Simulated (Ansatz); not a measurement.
# NiS3: the cost of one run

Method: DFT PBE, scalar-relativistic, plane waves, PAW, in Ansatz 0.2.0.

1 further run of the same task is left out (it didn't finish).

## (1) The structure to begin with

The structure is cubic, space group Pm-3m (No. 221). Conventional cell: a = 4.145 Å, b = 4.145 Å, c = 4.145 Å, α = 90.00°, β = 90.00°, γ = 90.00°. Ni (site symmetry m-3m) is surrounded by 12 S at 2.93 Å. S (site symmetry 4/mmm) has 4 Ni at 2.93 Å and 8 S at 2.93 Å as nearest neighbours.

Coordinates:

```
Ni S
1.0
     4.14489    0.00000    0.00000
     0.00000    4.14489    0.00000
     0.00000    0.00000    4.14489
Ni S
1 3
Direct
  0.00000 0.00000 0.00000
  0.00000 0.50000 0.50000
  0.50000 0.00000 0.50000
  0.50000 0.50000 0.00000
```

This is candidate A: Cu3Au (L1_2) type (Pm-3m, No. 221).

(A quick probe on a coarse mesh, which set the mesh and smearing, is not shown.)

## (3) A loose first relaxation (candidate A)

Input file input.yaml:

```yaml
crystal:
  lattice:
    - [4.1448856936, 0.0, 0.0]
    - [0.0, 4.1448856936, 0.0]
    - [0.0, 0.0, 4.1448856936]
  atoms:
    - { symbol: Ni, position: [0.0, 0.0, 0.0], spin: 0.72 }
    - { symbol: S, position: [0.0, 0.5, 0.5] }
    - { symbol: S, position: [0.5, 0.0, 0.5] }
    - { symbol: S, position: [0.5, 0.5, 0.0] }
basis:
  ecutwfc: 420
kpoints:
  mp_grid: { grid: [4, 4, 4] }
hamiltonian:
  xc: pbe
scf:
  occupations: { method: gaussian, width: 0.1 }
  lower_state_search: "off"
output:
  forces: true
  stress: true
  eigenvalues: true
  populations: true
magnetization:
  spin_polarized: true
relax:
  adjacent_minimum: "off"
  f_tol: 0.04
  max_steps: 70
  cell: { stress_tol: 0.4 }
```

Launch:

```sh
$ ansatz run input.yaml --threads 1 --pin off --max-ram 2560MiB --backend cpu --events-out ev --progress --plain --runs-dir out
```

Q: Estimate wall time and peak memory on 1 thread of Arm Neoverse V1, shared host.

About 20 s, with a peak of 0.33 GiB.
